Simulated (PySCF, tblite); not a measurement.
# C6H8GeN2: geometry, infrared bands and NMR shifts

What infrared bands and NMR shifts should C6H8GeN2 (`N#[C][GeH2][C@@H]1CC[C@H]1C#N`) show?

Computed with tblite 0.8.0 and PySCF 2.14.0, with density-fitted response routines of our own, on a single molecule in the gas phase. Atoms count from 0, in the outputs and in this text.

**1. Starting geometry**

17 atoms, charge 0, multiplicity 1; geometry from: force field or distance geometry start.

Bonds of the start (Å): N0–C1 1.14, C1–Ge2 1.89, Ge2–C3 1.91, C3–C4 1.52, C4–C5 1.52, C5–C6 1.52, C6–C7 1.46, C7–N8 1.13, C6–C3 1.53, Ge2–H9 1.55, Ge2–H10 1.54, C3–H11 1.12, C4–H12 1.12, C4–H13 1.09, C5–H14 1.11, C5–H15 1.09, C6–H16 1.12.

**2. Geometry optimisation with GFN2-xTB**

What the job is given:

```
{"job": {"kind": "relax", "xc": "GFN2-xTB", "basis": "xTB"}, "charge": 0, "multiplicity": 1}
N      2.155300     2.957500    -0.379200
C      2.051200     1.869900    -0.070600
Ge     1.946800     0.062500     0.473500
C      0.162900    -0.609200     0.290000
C     -0.223200    -0.870600    -1.157500
C     -1.635800    -0.649200    -0.643500
C     -0.968400     0.415200     0.217200
C     -1.639300     0.704400     1.476300
N     -2.181900     0.905700     2.451200
H      2.858500    -0.812000    -0.423100
H      2.435100    -0.107600     1.927900
H     -0.089000    -1.493400     0.937600
H      0.103500    -0.007200    -1.787800
H      0.033900    -1.869700    -1.516900
H     -1.964100    -1.533100    -0.061600
H     -2.364800    -0.275700    -1.366400
H     -0.687900     1.324500    -0.377100
```

Run with:

```sh
$ OMP_NUM_THREADS=1 python probes_run.py task.json out
```

One launch serves the whole session: the jobs run in the order shown.

Standard output:

```text
step      E/eV     max force
  0    -668.00613    2.281
  1    -668.09559    5.200
  2    -668.30594    1.516
  3    -668.40217    0.927
  4    -668.45763    0.816
  5    -668.46963    2.220
  6    -668.52537    0.549
  7    -668.55401    0.701
  8    -668.59249    0.808
  9    -668.61435    0.415
 10    -668.62966    0.324
 11    -668.64200    0.315
 12    -668.65650    0.454
 13    -668.67189    0.490
 14    -668.68492    0.288
 15    -668.69265    0.227
 16    -668.69896    0.302
 17    -668.70745    0.316
 18    -668.71680    0.291
 19    -668.72496    0.196
 20    -668.73205    0.275
 21    -668.73961    0.360
 22    -668.74824    0.378
 23    -668.75696    0.284
 24    -668.76423    0.221
 25    -668.77072    0.233
 26    -668.77838    0.344
 27    -668.78677    0.382
 28    -668.79279    0.230
 29    -668.79594    0.149
 30    -668.79790    0.128
 31    -668.79997    0.146
 32    -668.80221    0.154
 33    -668.80379    0.156
 34    -668.80467    0.072
 35    -668.80524    0.059
 36    -668.80599    0.073
 37    -668.80674    0.072
 38    -668.80758    0.073
 39    -668.80844    0.076
 40    -668.80959    0.091
 41    -668.81123    0.160
 42    -668.81326    0.133
 43    -668.81489    0.153
 44    -668.81582    0.067
 45    -668.81650    0.058
 46    -668.81739    0.100
 47    -668.81851    0.109
 48    -668.81966    0.131
 49    -668.82050    0.103
 50    -668.82113    0.063
 51    -668.82182    0.090
 52    -668.82288    0.148
 53    -668.82403    0.118
 54    -668.82497    0.163
 55    -668.82569    0.070
 56    -668.82647    0.099
 57    -668.82744    0.095
 58    -668.82886    0.155
 59    -668.82986    0.132
 60    -668.83061    0.077
 61    -668.83109    0.053
 62    -668.83148    0.049
 63    -668.83181    0.052
 64    -668.83233    0.068
 65    -668.83292    0.081
 66    -668.83348    0.058
 67    -668.83386    0.042
 68    -668.83408    0.043
 69    -668.83424    0.037
 70    -668.83441    0.033
 71    -668.83460    0.028
 72    -668.83479    0.039
 73    -668.83495    0.040
 74    -668.83508    0.036
 75    -668.83521    0.034
 76    -668.83534    0.034
 77    -668.83549    0.038
 78    -668.83570    0.069
 79    -668.83598    0.043
 80    -668.83629    0.035
 81    -668.83652    0.044
 82    -668.83671    0.078
 83    -668.83684    0.053
 84    -668.83707    0.058
 85    -668.83731    0.039
 86    -668.83765    0.090
 87    -668.83800    0.086
 88    -668.83795    0.169
 89    -668.83850    0.066
 90    -668.83883    0.050
 91    -668.83697    0.628
 92    -668.83986    0.086
 93    -668.84048    0.042
 94    -668.83504    1.052
 95    -668.84109    0.055
 96    -668.84160    0.077
 97    -668.83705    0.860
 98    -668.84238    0.087
 99    -668.84297    0.111
100    -668.83796    0.858
101    -668.84389    0.113
102    -668.84451    0.133
103    -668.84070    0.726
104    -668.84569    0.139
105    -668.84638    0.142
106    -668.84382    0.618
107    -668.84775    0.118
108    -668.84840    0.119
109    -668.84908    0.352
110    -668.85015    0.112
111    -668.85067    0.078
112    -668.85178    0.159
113    -668.85227    0.041
114    -668.85255    0.041
115    -668.85266    0.053
116    -668.85285    0.075
117    -668.85298    0.032
118    -668.85318    0.029
119    -668.85337    0.028
120    -668.85343    0.031
121    -668.85351    0.030
122    -668.85356    0.033
123    -668.85360    0.020
124    -668.85363    0.018
125    -668.85366    0.014
126    -668.85370    0.018
127    -668.85377    0.020
128    -668.85385    0.027
129    -668.85393    0.034
130    -668.85402    0.036
131    -668.85412    0.025
132    -668.85424    0.024
133    -668.85434    0.020
134    -668.85442    0.029
135    -668.85448    0.033
136    -668.85455    0.033
137    -668.85464    0.035
138    -668.85473    0.036
139    -668.85482    0.028
140    -668.85488    0.020
141    -668.85493    0.015
142    -668.85496    0.015
143    -668.85498    0.012
144    -668.85501    0.011
145    -668.85505    0.014
146    -668.85509    0.015
147    -668.85512    0.014
148    -668.85515    0.011
149    -668.85517    0.010
```

It took 1.9 s on 1 thread of Arm Neoverse N1, shared host; peak memory 0.18 GiB.

Step by step: (not every step is listed)

| step | energy from step 0 (eV) | largest force (eV/Å) |
| --- | --- | --- |
| 0 | 0.0000 | 2.2807 |
| 1 | -0.0895 | 5.2002 |
| 2 | -0.2998 | 1.5160 |
| 3 | -0.3960 | 0.9267 |
| 4 | -0.4515 | 0.8163 |
| 5 | -0.4635 | 2.2202 |
| 6 | -0.5192 | 0.5486 |
| 7 | -0.5479 | 0.7008 |
| 8 | -0.5864 | 0.8083 |
| 21 | -0.7335 | 0.3601 |
| 34 | -0.7985 | 0.0725 |
| 47 | -0.8124 | 0.1089 |
| 60 | -0.8245 | 0.0772 |
| 73 | -0.8288 | 0.0398 |
| 86 | -0.8315 | 0.0897 |
| 99 | -0.8368 | 0.1114 |
| 112 | -0.8456 | 0.1586 |
| 125 | -0.8475 | 0.0145 |
| 138 | -0.8486 | 0.0357 |
| 144 | -0.8489 | 0.0110 |
| 145 | -0.8489 | 0.0142 |
| 146 | -0.8490 | 0.0151 |
| 147 | -0.8490 | 0.0139 |
| 148 | -0.8490 | 0.0108 |
| 149 | -0.8490 | 0.0097 |

Distances of close pairs at the start and the end, largest changes first:

| bond | before (Å) | after (Å) | change (Å) |
| --- | --- | --- | --- |
| Ge2–C3 | 1.915 | 1.983 | +0.068 |
| Ge2–H9 | 1.549 | 1.501 | -0.049 |
| Ge2–H10 | 1.544 | 1.502 | -0.041 |
| C3–H11 | 1.125 | 1.092 | -0.033 |
| C4–H12 | 1.118 | 1.091 | -0.027 |
| C1–Ge2 | 1.890 | 1.917 | +0.026 |
| C6–H16 | 1.122 | 1.096 | -0.026 |
| C6–C7 | 1.456 | 1.434 | -0.022 |

The end geometry stands in the next job.

**3. Vibrational analysis with GFN2-xTB**

What the job is given:

```
{"job": {"kind": "ir", "xc": "GFN2-xTB", "basis": "xTB"}, "charge": 0, "multiplicity": 1}
N      1.718296     2.467645    -1.652690
C      1.856056     1.631920    -0.882216
Ge     2.015751     0.220587     0.405035
C      0.253637    -0.686479     0.461763
C     -0.329179    -1.052876    -0.914779
C     -1.327046     0.104625    -0.794614
C     -0.921460     0.298824     0.681363
C     -1.888256    -0.196335     1.617795
N     -2.644206    -0.626269     2.361101
H      3.138225    -0.652539    -0.073882
H      2.380720     0.891016     1.699084
H      0.272786    -1.511749     1.176639
H      0.357859    -0.983338    -1.759704
H     -0.806198    -2.031867    -0.927970
H     -2.372697    -0.149068    -0.958685
H     -1.062340     0.964864    -1.407315
H     -0.648943     1.323069     0.959164
```

Standard output:

```text
mode    cm-1     km/mol
  1      29.4      5.74
  2      51.4      5.43
  3      70.7      4.15
  4     135.4      3.01
  5     145.6      4.21
  6     205.1      3.89
  7     247.6      3.30
  8     253.6      8.66
  9     332.8      5.10
 10     432.9     40.75
 11     461.4     17.20
 12     481.0     27.68
 13     516.3      7.40
 14     604.6     12.29
 15     628.3     10.34
 16     673.0    256.95
 17     744.1      6.06
 18     798.2    177.11
 19     802.6      1.46
 20     914.6      6.09
 21     978.4      5.20
 22    1000.3      4.45
 23    1045.4      3.49
 24    1048.9      1.41
 25    1080.0      0.33
 26    1095.2      2.15
 27    1145.0     10.46
 28    1167.0      0.01
 29    1190.7      1.96
 30    1215.1      2.53
 31    1253.7      0.31
 32    1259.6      0.44
 33    1289.5      7.28
 34    1461.8      1.30
 35    1479.3      1.65
 36    1966.9    232.88
 37    2030.9    425.27
 38    2335.7     33.92
 39    2400.9    225.98
 40    2906.1     18.45
 41    2942.3     28.56
 42    2966.6     26.19
 43    3002.6     14.20
 44    3013.5     35.23
 45    3017.7     35.46
```

It took 1.1 s on 1 thread of Arm Neoverse N1, shared host; peak memory 0.18 GiB.

The strongest bands and the atoms that carry them (share of the mass-weighted mode):

| cm⁻¹ | km/mol | atoms |
| --- | --- | --- |
| 433 | 40.8 | H9 29 %, H10 26 %, C7 13 %, C1 10 % |
| 673 | 256.9 | H10 43 %, H9 33 % |
| 798 | 177.1 | H10 50 %, H9 47 % |
| 1967 | 232.9 | H10 58 %, H9 41 % |
| 2031 | 425.3 | H9 57 %, H10 41 % |
| 2401 | 226.0 | C7 60 %, N8 39 % |
| 3014 | 35.2 | H15 78 %, H13 14 % |
| 3018 | 35.5 | H14 82 %, H13 10 % |

**4. Nuclear shieldings: PBE0/pcSseg-1**

Same as in step 3 but for these lines:

```diff
@@ -1,2 +1,2 @@
-{"job": {"kind": "ir", "xc": "GFN2-xTB", "basis": "xTB"}, "charge": 0, "multiplicity": 1}
+{"job": {"kind": "nmr", "xc": "PBE0", "basis": "pcSseg-1"}, "charge": 0, "multiplicity": 1}
 N      1.718296     2.467645    -1.652690
```

Method: GIAO PBE0/pcSseg-1 NMR shielding, non-relativistic, gas phase.

Standard output:

```text
coarse grid: 68512 points
cycle   1  E = -2418.8471021306  dE =  5.705e-01  |g| = 1.017e+00  |ddm| = 4.045e+00
cycle   2  E = -2418.5772201953  dE =  2.699e-01  |g| = 1.488e+00  |ddm| = 1.623e+00
cycle   3  E = -2418.9262542489  dE = -3.490e-01  |g| = 4.531e-01  |ddm| = 1.227e+00
cycle   4  E = -2418.9676932312  dE = -4.144e-02  |g| = 8.481e-02  |ddm| = 3.010e-01
cycle   5  E = -2418.9687785268  dE = -1.085e-03  |g| = 1.805e-02  |ddm| = 6.829e-02
cycle   6  E = -2418.9688387394  dE = -6.021e-05  |g| = 8.711e-03  |ddm| = 1.860e-02
cycle   7  E = -2418.9688514879  dE = -1.275e-05  |g| = 3.694e-03  |ddm| = 7.368e-03
cycle   8  E = -2418.9688543598  dE = -2.872e-06  |g| = 7.466e-04  |ddm| = 3.115e-03
final grid: 145248 points
cycle   9  E = -2418.9688936585  dE =  1.117e-07  |g| = 1.252e-03  |ddm| = 3.052e-03
cycle  10  E = -2418.9688925246  dE =  1.134e-06  |g| = 2.588e-03  |ddm| = 2.537e-03
cycle  11  E = -2418.9688939996  dE = -1.475e-06  |g| = 3.379e-04  |ddm| = 1.664e-03
cycle  12  E = -2418.9688940254  dE = -2.576e-08  |g| = 3.010e-05  |ddm| = 2.678e-04
cycle  13  E = -2418.9688940255  dE = -1.746e-10  |g| = 1.039e-05  |ddm| = 3.468e-05
converged SCF energy = -2418.9688940255

GIAO shielding tensors (ppm)
atom      isotropic    diamagn.    paramagn.     s11        s22        s33       span
  0 N      -98.228     337.251    -435.478   -306.420   -303.985    315.722    622.141
  1 C       64.715     263.977    -199.261    -51.297    -44.273    289.716    341.013
  2 Ge    1517.549    2754.016   -1236.467   1457.296   1469.161   1626.190    168.894
  3 C      159.563     251.306     -91.743    149.263    154.390    175.035     25.772
  4 C      163.902     249.407     -85.505    150.417    158.649    182.639     32.222
  5 C      161.405     249.225     -87.821    144.101    160.990    179.123     35.021
  6 C      163.543     250.008     -86.465    155.405    158.816    176.407     21.002
  7 C       59.336     259.840    -200.504    -62.878    -55.711    296.596    359.474
  8 N      -35.964     340.602    -376.566   -196.937   -183.338    272.385    469.322
  9 H       27.390      27.296       0.094     20.706     21.891     39.573     18.867
 10 H       27.353      27.471      -0.118     20.880     22.006     39.173     18.293
 11 H       29.228      32.296      -3.068     24.966     28.792     33.925      8.959
 12 H       29.487      31.297      -1.809     25.162     28.425     34.875      9.713
 13 H       28.719      30.620      -1.901     25.547     26.098     34.514      8.967
 14 H       29.341      30.355      -1.014     25.709     26.631     35.684      9.975
 15 H       28.626      31.786      -3.160     24.974     27.880     33.023      8.050
 16 H       28.833      30.858      -2.025     23.464     30.264     32.771      9.306
```

It took 96 s on 1 thread of Arm Neoverse N1, shared host; peak memory 0.93 GiB.

Shifts follow as δ = σ(reference) − σ, with reference shieldings (ppm) from runs at the same level and on the same kind of geometry: ¹H TMS 31.72, ¹³C TMS 186.9, ¹⁵N NH3 267.7, ⁷³Ge GeMe4 1331. The references are single molecules in the gas phase, so shifts against H2O, NH3, PH3, H3PO4 or CFCl3 are not on the usual liquid scales and can be off by tens of ppm.

| atoms | environment | σ (ppm) | δ (ppm) |
| --- | --- | --- | --- |
| C7 | nitrile carbon | 59.3 | 127.6 |
| C1 | nitrile carbon | 64.7 | 122.2 |
| C3 | sp3 CH bonded to Ge | 159.6 | 27.4 |
| C5 | sp3 CH2 in a ring | 161.4 | 25.5 |
| C6 | sp3 CH α to a nitrile | 163.5 | 23.4 |
| C4 | sp3 CH2 in a ring | 163.9 | 23.0 |
| H10 | hydrogen on a germanium bonded to 2 C | 27.35 | 4.36 |
| H9 | hydrogen on a germanium bonded to 2 C | 27.39 | 4.33 |
| H15 | hydrogen on an sp3 CH2 in a ring | 28.63 | 3.09 |
| H13 | hydrogen on an sp3 CH2 in a ring | 28.72 | 3.00 |
| H16 | hydrogen on an sp3 CH α to a nitrile | 28.83 | 2.88 |
| H11 | hydrogen on an sp3 CH bonded to Ge | 29.23 | 2.49 |
| H14 | hydrogen on an sp3 CH2 in a ring | 29.34 | 2.38 |
| H12 | hydrogen on an sp3 CH2 in a ring | 29.49 | 2.23 |
| N0 | nitrile nitrogen | -98.2 | 366.0 |
| N8 | nitrile nitrogen | -36.0 | 303.7 |
| Ge2 | germanium bonded to 2 C, 2 H | 1518 | -187 |

Charges from the same density, by scheme (e):

| atoms | Mulliken | IAO | Hirshfeld | ESP fit |
| --- | --- | --- | --- | --- |
| N0 | -0.23 | -0.20 | -0.20 | -0.41 |
| C1 | -0.19 | -0.14 | -0.03 | 0.25 |
| Ge2 | 0.57 | 0.64 | 0.40 | 0.15 |
| C3 | -0.50 | -0.33 | -0.09 | 0.00 |
| C4 | -0.14 | -0.26 | -0.07 | -0.26 |
| C5 | -0.12 | -0.25 | -0.06 | 0.01 |
| C6 | -0.30 | -0.15 | -0.01 | -0.26 |
| C7 | 0.17 | 0.14 | 0.08 | 0.41 |
| N8 | -0.24 | -0.25 | -0.23 | -0.48 |

Mayer bond orders: N0–C1 2.95, C1–Ge2 0.76, Ge2–C3 0.89, C3–C4 0.98, C4–C5 1.05, C5–C6 0.99, C6–C7 0.98, C7–N8 3.06, C6–C3 0.91.

Ring of atoms C3, C4, C5, C6: NICS(0) 0.6, NICS(1) 0.2, NICS(1)zz 3.3 ppm (means of both faces).

The fields below are evaluated on a grid from the run's orbitals.

Frontier orbitals at PBE0/pcSseg-1, with the share of their density that lies nearest to each atom:

| orbital | energy (eV) | lies on |
| --- | --- | --- |
| HOMO | -8.95 | C3 22 %; N8 13 %; Ge2 11 % |
| LUMO | -0.71 | C1 22 %; N0 21 %; Ge2 11 % |

ELF in a plane through or near 6 of the atoms.

Ten even steps from ' ' (0.00) to '@' (1.00):
```
                                                        
                                                        
                                                        
              ..                                        
          ::======::      ==%%**..    ..                
        ::++####**++::    @@@@@@**--##%%**::            
        --++**####**--  ..@@@@@@##**@@@@%%==            
      ..--++%%%%####++..  ++%%%%++**%%%%++..            
      ..--++##==**--**::    --**##++--..                
        ::++**++::**##..    --##%%**..                  
          --++##%%##==..  ::**..--####++**++--::        
            ..::--::::..  ::**++--@@==--%%##**++--      
            ..--++++==::  ..--==++##::--%%**##%%**::    
          ..##@@@@@@@@==        ..++##%%==::%%@@##--    
          --@@@@@@@@@@##          ==++**##%%@@@@##::    
          ..%%@@@@@@@@##          ..::--**####**--      
            ::##@@@@%%--              ..::----::        
                ....                                    
                                                        
                                                        
```
The map spans 11.5 Å across and 9.4 Å up, centred on the molecule. Atoms in the plane (x, y in Å): C1 (-2.4, 0.6), C6 (0.9, -0.4), C7 (2.2, -1.1), N8 (3.1, -1.6), H10 (-2.1, -2.1), H15 (0.4, 1.8).

On the surface of density 0.002 e/bohr³ the electrostatic potential runs, from the 1st to the 99th percentile, from -1.65 V near N8 to 1.69 V near H9.

**5. Summary of results**

```
                                 quantity                                               value
strongest single infrared mode (GFN2-xTB)                               2031 cm⁻¹, 425 km/mol
             zero-point energy (GFN2-xTB)                                       75.5 kcal/mol
   ¹³C shifts against TMS (PBE0/pcSseg-1)            127.6, 122.2, 27.4, 25.5, 23.4, 23.0 ppm
    ¹H shifts against TMS (PBE0/pcSseg-1)  4.36, 4.33, 3.09, 3.00, 2.88, 2.49, 2.38, 2.23 ppm
   ¹⁵N shifts against NH3 (PBE0/pcSseg-1)                                    366.0, 303.7 ppm
⁷³Ge shifts against GeMe4 (PBE0/pcSseg-1)                                            -187 ppm
    surface potential, 1st and 99th percentile                                  -1.65 V and 1.69 V
```

What this shows: Over 149 steps the energy fell by 0.849 eV; of the close pairs, Ge2–C3 changed most, 1.915 to 1.983 Å. No mode is imaginary among the 45: a minimum at this level. The strongest single mode, at 2031 cm⁻¹, moves mainly H9 and H10. Unscaled tight-binding wavenumbers are off by several per cent, some by more. Its intensities can rank the bands wrongly. At PBE0/pcSseg-1: Shielding is most anisotropic at N0 (span 622 ppm, paramagnetic term -435 ppm). By nearest atom (PBE0/pcSseg-1), the HOMO sits on C3 22 %; N8 13 % and the LUMO on C1 22 %; N0 21 %. Spin-orbit coupling is left out, which matters for shieldings and couplings at and beside the heavy atoms.
